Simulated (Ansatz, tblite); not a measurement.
# RuO4(NH3) (H₃NO₄Ru): spin states and exact exchange

Aim: set other spin states of RuO4(NH3) (H₃NO₄Ru) against its singlet, on many levels of theory.

Program: Ansatz 0.2.0, Gaussian basis. Level of theory: as each input shows. These are calculated values, not measurements.

The runs, in order: triplet, at the geometry of the singlet (GFN1-xTB, GFN2-xTB, PBE0-D4/def2-TZVP, PBE-D4/def2-TZVP, r2SCAN-D4/def2-TZVP); the singlet's energies come from earlier runs.

3 further runs of the same task are left out: 3 set aside as unsound or not needed. Runs told in other sessions of the task aren't counted.

## 1. The relaxed structure

The geometry is that of the singlet, from an earlier relaxation (PBE-D4/def2-SVP).

9 atoms, charge 0, spin multiplicity 1.

Bond lengths: Ru1–O2 1.700 Å, Ru1–N3 2.522 Å, Ru1–O7 1.707 Å, Ru1–O8 1.707 Å, Ru1–O9 1.707 Å, N3–H4 1.028 Å, N3–H5 1.028 Å, N3–H6 1.028 Å. Angles: O2–Ru1–N3 180.0°, O2–Ru1–O7 103.4°, O2–Ru1–O8 103.4°, O2–Ru1–O9 103.4°, N3–Ru1–O7 76.6°, N3–Ru1–O8 76.6°, N3–Ru1–O9 76.6°, O7–Ru1–O8 114.8°, O7–Ru1–O9 114.8°, O8–Ru1–O9 114.8°, Ru1–N3–H4 111.3°, Ru1–N3–H5 111.3°, Ru1–N3–H6 111.2°, H4–N3–H5 107.6°, H4–N3–H6 107.6°, H5–N3–H6 107.6°.

Formally the metal is d0. Ru takes a core potential in the def2 sets. No spin-orbit coupling is included.

## 2. Triplet at the fixed geometry, GFN1-xTB

Tight binding, by tblite at 300 K electronic temperature and without a spin-polarisation term:

```python
tblite.interface.Calculator('GFN1-xTB', numbers, positions, charge=0, uhf=2).singlepoint()
```

Energy -725.6872 eV; 0.007 s.

## 3. Triplet at the fixed geometry, GFN2-xTB

Tight binding, by tblite at 300 K electronic temperature and without a spin-polarisation term:

```python
tblite.interface.Calculator('GFN2-xTB', numbers, positions, charge=0, uhf=2).singlepoint()
```

Energy -641.2071 eV; 0.007 s.

## 4. Triplet at the fixed geometry, PBE0-D4/def2-TZVP

Contents of in.yaml:

```yaml
crystal:
  periodic: [false, false, false]
  atoms:
    - {symbol: Ru, position_ang: [-0.000166, 0.002007, 1.188246]}
    - {symbol: O, position_ang: [-0.001026, 0.004772, 2.887904]}
    - {symbol: N, position_ang: [0.000744, -0.002284, -1.333567]}
    - {symbol: H, position_ang: [0.513246, -0.812120, -1.706329]}
    - {symbol: H, position_ang: [0.444550, 0.846067, -1.708766]}
    - {symbol: H, position_ang: [-0.957137, -0.042523, -1.705344]}
    - {symbol: O, position_ang: [1.660278, 0.013951, 0.793398]}
    - {symbol: O, position_ang: [-0.841130, 1.432863, 0.789882]}
    - {symbol: O, position_ang: [-0.819349, -1.442723, 0.794586]}
basis:
  gaussian: {orbitals: def2-TZVP}
magnetization: {spin_polarized: true, initial_magnetization: 2}
hamiltonian: {xc: pbe0, dispersion: d4}
scf: {omitted_lower_state_checks: [starts]}
output: {orbitals: {seedname: orbitals}}
```

Launch:

```bash
$ ansatz run in.yaml --threads 4 --pin off --events-out ev --progress --plain --max-ram 4787MiB
```

Standard output:

```text
Functional definition: PBE0
  name "PBE0"
  cite "Adamo & Barone, J. Chem. Phys. 110, 6158 (1999) doi:10.1063/1.478522"
  cite "Perdew, Burke & Ernzerhof, Phys. Rev. Lett. 77, 3865 (1996) doi:10.1103/PhysRevLett.77.3865"
  parent pbe
  parameter a = 0.25
  parameter kappa = 0.804
  parameter beta = 0.06672455060314922
  exchange = (1 - a)*pbe_x(kappa = kappa, mu = beta*pi^2/3) + a*exact_x
  correlation = pbe_c(beta = beta)
these checks for a lower state are left out or cut short: starts
1269 factors; their error is unknown
mean field evaluation 1: about -12276.6581 eV, gradient 8.4e1 eV
mean field evaluation 2: about -12088.5417 eV, gradient 2.3e2 eV
mean field evaluation 4: about -12285.0726 eV, gradient 5.9e1 eV
mean field evaluation 8: about -12298.5559 eV, gradient 5.3e0 eV
mean field evaluation 16: about -12298.7501 eV, gradient 3.4e0 eV
mean field -12299.08663098 eV, -451.9830970680 hartree, gradient 9.0e-6 eV, S^2 2.038511; 0 other end points of the search recorded, 0 dependent functions left out
reference -12299.08666675 eV, -451.9830983827 hartree; 30, 28 occupied and 183, 185 virtual orbitals, 1269 factors
Total energy: -12299.28254760 eV, -451.9902968713 hartree
Checks for a lower state left out: starts
```

Run time: 20 s. Hardware: 4 threads of Arm Neoverse V1, shared host; peak memory 1 GiB.

HOMO -7.10 eV, LUMO -5.86 eV (over both spins); ⟨S²⟩ 2.039 (pure: 2.00).

## 5. Triplet at the fixed geometry, PBE-D4/def2-TZVP

start.molden holds the orbitals of an earlier run on this state, given as this run's starting guess.

Edit in.yaml of step 4 so:

```diff
@@ -13,5 +13,5 @@
 basis:
-  gaussian: {orbitals: def2-TZVP}
+  gaussian: {orbitals: def2-TZVP, initial_orbitals: start.molden}
 magnetization: {spin_polarized: true, initial_magnetization: 2}
-hamiltonian: {xc: pbe0, dispersion: d4}
+hamiltonian: {xc: pbe, dispersion: d4}
 scf: {omitted_lower_state_checks: [starts]}
```

The command is unchanged.

Standard output:

```text
Functional definition: PBE
  name "PBE"
  cite "Perdew, Burke & Ernzerhof, Phys. Rev. Lett. 77, 3865 (1996) doi:10.1103/PhysRevLett.77.3865"
  parent pbe
  parameter kappa = 0.804
  parameter beta = 0.06672455060314922
  exchange = pbe_x(kappa = kappa, mu = beta*pi^2/3)
  correlation = pbe_c(beta = beta)
these checks for a lower state are left out or cut short: starts
1245 factors; their error is unknown
mean field evaluation 1: about -12302.4634 eV, gradient 8.4e0 eV
mean field evaluation 2: about -12302.7704 eV, gradient 5.3e-1 eV
mean field evaluation 4: about -12302.7876 eV, gradient 1.2e-2 eV
mean field evaluation 8: about -12302.7738 eV, gradient 1.2e-3 eV
mean field evaluation 16: about -12302.7738 eV, gradient 5.1e-5 eV
mean field -12302.77378492 eV, -452.1185974761 hartree, gradient 2.9e-6 eV, S^2 2.009892; 0 other end points of the search recorded, 0 dependent functions left out
reference -12302.77383805 eV, -452.1185994287 hartree; 30, 28 occupied and 183, 185 virtual orbitals, 1245 factors
Total energy: -12303.00702145 eV, -452.1271687605 hartree
Checks for a lower state left out: starts
```

It took 12 s on 4 threads of Arm Neoverse V1, shared host; peak memory 0.59 GiB.

Report: HOMO -4.96 eV, LUMO -7.09 eV (over both spins; with the spin held, an empty level of the minority spin lies below the top filled one); ⟨S²⟩ 2.010 (pure: 2.00).

## 6. Triplet at the fixed geometry, r2SCAN-D4/def2-TZVP

Edit in.yaml of step 5 so:

```diff
@@ -15,3 +15,3 @@
 magnetization: {spin_polarized: true, initial_magnetization: 2}
-hamiltonian: {xc: pbe, dispersion: d4}
+hamiltonian: {xc: r2scan, dispersion: d4}
 scf: {omitted_lower_state_checks: [starts]}
```

Launched as before.

Standard output:

```text
Functional definition: r2SCAN
  name "r2SCAN"
  cite "Furness, Kaplan, Ning, Perdew & Sun, J. Phys. Chem. Lett. 11, 8208 (2020) doi:10.1021/acs.jpclett.0c02405"
  cite "Furness, Kaplan, Ning, Perdew & Sun, J. Phys. Chem. Lett. 11, 9248 (2020) doi:10.1021/acs.jpclett.0c03077"
  parent r2scan
  parameter k0 = 0.174
  parameter k1 = 0.065
  parameter a1 = 4.9479
  exchange = r2scan_x(k0 = k0, k1 = k1, a1 = a1)
  correlation = r2scan_c
these checks for a lower state are left out or cut short: starts
1245 factors; their error is unknown
mean field evaluation 1: about -12307.9291 eV, gradient 5.0e0 eV
mean field evaluation 2: about -12308.0395 eV, gradient 2.3e-1 eV
mean field evaluation 4: about -12308.0321 eV, gradient 6.1e-2 eV
mean field evaluation 8: about -12308.0321 eV, gradient 1.5e-5 eV
mean field -12308.03213885 eV, -452.3118384189 hartree, gradient 1.4e-5 eV, S^2 2.024590; 0 other end points of the search recorded, 0 dependent functions left out
reference -12308.03215532 eV, -452.3118390241 hartree; 30, 28 occupied and 183, 185 virtual orbitals, 1245 factors
Total energy: -12308.08740003 eV, -452.3138692300 hartree
Checks for a lower state left out: starts
```

It took 11 s on 4 threads of Arm Neoverse V1, shared host.

HOMO -5.50 eV, LUMO -6.79 eV (over both spins; with the spin held, an empty level of the minority spin lies below the top filled one); ⟨S²⟩ 2.025 (pure: 2.00).

## 7. Triplet less singlet, vertical

The singlet's energies are those of its earlier runs, whose logs aren't repeated here.

| level | triplet less singlet, vertical (eV) | time |
| --- | --- | --- |
| GFN1-xTB | +2.620 | 0.013 s |
| GFN2-xTB | +2.488 | 0.011 s |
| PBE-D4/def2-TZVP | +2.364 | 14 s |
| r2SCAN-D4/def2-TZVP | +2.079 | 15 s |
| PBE0-D4/def2-TZVP | +1.620 | 24 s |

Times add the two runs; a level without a time comes out of a correlated run. Tight binding without a spin term can't rank spin states.

## 8. Summary of results

| quantity | value |
| --- | --- |
| triplet less singlet, vertical, functionals in def2-TZVP | +1.620 (PBE0-D4) to +2.364 eV (PBE-D4) |

**Reading.** All functionals put the triplet above the singlet, over a spread of 0.745 eV. The checks for a lower triplet were left out, so another state of that spin may lie lower. The singlet here is a closed shell; an open-shell singlet can lie lower. These are electronic energies, without zero-point motion, entropy or surroundings.
